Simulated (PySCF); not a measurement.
# C4H7NSi: the cost of one run

Computed with PySCF 2.14.0, with density-fitted response routines of our own, on a single molecule in the gas phase. Atoms count from 0, in the outputs and in this text.

## (1) Starting geometry

13 atoms, charge 0, multiplicity 1; geometry from: GFN2-xTB. The atoms were then displaced at random by about 0.01 Å, so the start is not that level's minimum.

Bonds of the start (Å): C0–Si1 1.91, Si1–C2 1.89, C2–C3 1.55, C3–C4 1.43, C4–N5 1.16, C3–Si1 1.89, C0–H6 1.10, C0–H7 1.09, C0–H8 1.06, Si1–H9 1.46, C2–H10 1.08, C2–H11 1.07, C3–H12 1.08.

## (2) Geometry optimisation at PBE0-D3(BJ)/def2-SVP

The job: settings as JSON, then the geometry in Å.

```
{"job": {"xc": "PBE0", "basis": "def2-SVP", "d3": "d3bj", "grid": 1, "shake": 0.01, "kind": "geom"}, "charge": 0, "multiplicity": 1}
C      2.168220     0.072810     0.089170
Si     0.394330    -0.052540     0.783320
C     -0.882630    -1.104460    -0.131820
C     -1.000660     0.415520    -0.400510
C     -2.190960     1.020090     0.109270
N     -3.119820     1.533850     0.571190
H      2.570610     1.085070     0.262960
H      2.176830    -0.078080    -0.990840
H      2.809000    -0.616850     0.572870
H      0.194440     0.200880     2.211360
H     -1.688980    -1.555890     0.431800
H     -0.590390    -1.691150    -0.983470
H     -0.834160     0.753870    -1.414220
```

The run is started by

```
$ OMP_NUM_THREADS=1 python probes_run.py task.json out
```

The driver reads the jobs from task.json and runs them one after another.

Q: Estimate the wall time and peak memory of this first job on 1 thread of Arm Neoverse V1, shared host.

About 42 s, with a peak of 0.51 GiB.
